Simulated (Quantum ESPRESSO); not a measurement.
AlCl2 in Quantum ESPRESSO: the effect of target pressure

AlCl2:

```
Al Cl
1.0
     4.62654    0.00000    0.00000
     0.00000    4.62654    0.00000
     0.00000    0.00000    3.77211
Al Cl
1 2
Direct
  0.00000 0.00000 0.52103
  0.50000 0.00000 0.36202
  0.00000 0.50000 0.36202
```

The cell was built by a generator and needn't be a form met in nature.

Alike in all runs:

```yaml
Program: Quantum ESPRESSO 7.5
Task: phonons
Functional: PBEsol
Potentials_or_basis: PseudoDojo 0.4.1 SR PBEsol standard
Cutoff: 789 eV
Density_cutoff: 3157 eV
k_mesh: 4 × 4 × 6, shifted
Occupations: fermi-dirac, width 0.05 eV
Spin: no spin polarisation
```

Each run relaxes the cell or the atoms first.

```tsv
target pressure	relaxed volume (Å³/atom)	highest phonon frequency (cm⁻¹)
0 GPa	?	?
3 GPa	20.60	293
8 GPa	18.72	311
15 GPa	16.93	320
```

Question: What does the run with target pressure 0 GPa give?

Answer: Relaxed volume 25.51 Å³/atom; highest phonon frequency 257 cm⁻¹.

Worked out: A straight line through the other rows of the relaxed volume, of slope -0.303 Å³/atom per GPa, extrapolates to 21.37 Å³/atom, against the run's 25.51. A straight line through the other rows of the highest phonon frequency, of slope 2.19 cm⁻¹ per GPa, extrapolates to 289 cm⁻¹, against the run's 257.

Caveats: the mesh is thin for the phonons of a metal; the layers were relaxed without a dispersion term, so their spacing and the soft interlayer modes are unreliable; this functional lacks dispersion, which binds the layers, so the pressure and a relaxed spacing across them are unreliable; an odd number of electrons without spin polarisation forces a metal; a magnetic or distorted state may lie lower; some modes are imaginary (some runs); the volume moved by over 15 % at a fixed basis, so the end points are rough (some runs).
